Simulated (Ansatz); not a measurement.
**CH₆SSeSi: a ladder of functionals and wavefunction methods**

How much do the methods differ for CH₆SSeSi? The plan is to run it at one geometry with functionals of several rungs and with coupled cluster. The yardstick is the atomisation energy at the CCSD(T) limit.

Program: Ansatz 0.2.0, Gaussian basis. Level of theory: functionals in def2-TZVPP, the program's frozen cores in correlated methods. These are calculated values, not measurements.

Plan: LDA (SPW92), PBE-D4, revPBE-D4, BLYP-D4, r2SCAN-D4, B97M-V, PBE0-D4, B3LYP-D4, r2SCANh-D4, r2SCAN0-D4, HSE06-D4, BHLYP-D4, CAM-B3LYP-D4, LC-ωPBE, ωB97X-V, ωB97M-V, B2PLYP, PBE-QIDH; CCSD(T)/def2-SVP; CCSD(T)/def2-TZVPP; MP2/def2-QZVPP; extrapolation to the limit; RPA on PBE.

## Step 1: Structure used throughout

An earlier PBE0-D4 in a triple-zeta def2 set relaxation fixed the geometry.

SMILES `SC[SiH2][SeH]`, 10 atoms, charge 0, spin multiplicity 1.

Atoms are counted from 1 here; the program's logs count them from 0.

Bond lengths: S1–C2 1.807 Å, S1–H5 1.344 Å, C2–Si3 1.879 Å, C2–H6 1.094 Å, C2–H7 1.093 Å, Si3–Se4 2.275 Å, Si3–H8 1.486 Å, Si3–H9 1.483 Å, Se4–H10 1.470 Å. Angles: C2–S1–H5 97.1°, S1–C2–Si3 110.9°, S1–C2–H6 110.3°, S1–C2–H7 111.0°, Si3–C2–H6 106.4°, Si3–C2–H7 109.8°, H6–C2–H7 108.3°, C2–Si3–Se4 113.0°, C2–Si3–H8 107.6°, C2–Si3–H9 110.4°, Se4–Si3–H8 111.2°, Se4–Si3–H9 104.3°, H8–Si3–H9 110.3°, Si3–Se4–H10 93.0°.

## Step 2: LDA

This LDA is Slater exchange with PW92 correlation.

File in.yaml:

```yaml
crystal:
  periodic: [false, false, false]
  atoms:
    - {symbol: S, position_ang: [-1.268118, 1.418943, -0.711604]}
    - {symbol: C, position_ang: [0.090111, 0.857129, 0.340017]}
    - {symbol: Si, position_ang: [0.091764, -1.016538, 0.486744]}
    - {symbol: Se, position_ang: [-0.051653, -2.066877, -1.526358]}
    - {symbol: H, position_ang: [-1.247627, 2.708651, -0.334986]}
    - {symbol: H, position_ang: [-0.029777, 1.246076, 1.355524]}
    - {symbol: H, position_ang: [1.053294, 1.198428, -0.047292]}
    - {symbol: H, position_ang: [1.328405, -1.410411, 1.210804]}
    - {symbol: H, position_ang: [-1.106999, -1.478605, 1.226937]}
    - {symbol: H, position_ang: [1.223700, -1.507997, -1.996786]}
basis:
  gaussian: {orbitals: def2-TZVPP}
hamiltonian: {xc: lda}
output: {orbitals: {seedname: orbitals}}
```

Further steps of the session: PBE-D4 (GGA); revPBE-D4 (GGA); BLYP-D4 (GGA); r2SCAN-D4 (meta-GGA); B97M-V (meta-GGA); PBE0-D4 (hybrid); B3LYP-D4 (hybrid); r2SCANh-D4 (hybrid); r2SCAN0-D4 (hybrid); HSE06-D4 (hybrid); BHLYP-D4 (hybrid); CAM-B3LYP-D4 (range-separated); LC-ωPBE (range-separated); ωB97X-V (range-separated); ωB97M-V (range-separated); B2PLYP (double hybrid); PBE-QIDH (double hybrid); CCSD(T) in def2-SVP; CCSD(T) in def2-TZVPP; MP2 in def2-QZVPP; RPA on PBE orbitals.

Q: Predict the results of all the runs planned. Wanted: atomisation energy, CCSD(T)/CBS; farthest beyond LDA; mean size of error, GGA; mean size of error, meta-GGA; mean size of error, hybrid; mean size of error, range-separated; mean size of error, double hybrid; gap, smallest and largest; T1 diagnostic.

As calculated:

| quantity | value |
| --- | --- |
| atomisation energy, CCSD(T)/CBS | 3143.4 kJ/mol |
| functionals within 31.4 kJ/mol (1.0 %) | PBE-D4, r2SCAN-D4, B97M-V, PBE0-D4, B3LYP-D4, r2SCANh-D4, HSE06-D4, CAM-B3LYP-D4, ωB97X-V, ωB97M-V |
| farthest beyond LDA | BHLYP-D4 (-84.3 kJ/mol) |
| mean size of error, GGA | 35.1 kJ/mol |
| mean size of error, meta-GGA | 2.5 kJ/mol |
| mean size of error, hybrid | 32.7 kJ/mol |
| mean size of error, range-separated | 24.9 kJ/mol |
| mean size of error, double hybrid | 52.6 kJ/mol |
| gap, smallest and largest | 4.69 eV (BLYP-D4), 11.79 eV (LC-ωPBE) |
| T1 diagnostic | 0.0098 |
| triples share of the correlation energy | 3.9 % |

In words: LDA overbinds by 412.4 kJ/mol (13 %). PBE-D4 is off by +12.7 kJ/mol. Double hybrids carry the basis error of their MP2 part in triple zeta, and no dispersion term here, so their miss is partly the set-up's. The rungs meta-GGA, range-separated miss on average by less than the doubt on the reference (31.4 kJ/mol), so they tie. Misses under about 31.4 kJ/mol are within the doubt on the reference itself, which lacks core-valence correlation, relativity and higher excitations, and its outer-core shells are covered unevenly. All levels share the lack of spin-orbit coupling, which lowers the free heavy atoms and so the true binding. Hartree-Fock recovers 72 % of the binding; the rest is correlation. CCSD(T) in def2-SVP is off by -234.2 kJ/mol, so the small basis spoils what the method gains. Orbital gaps span 4.7 to 11.8 eV; exact exchange widens them. Correlated methods include outer-core shells of Se, which these sets cover unevenly.
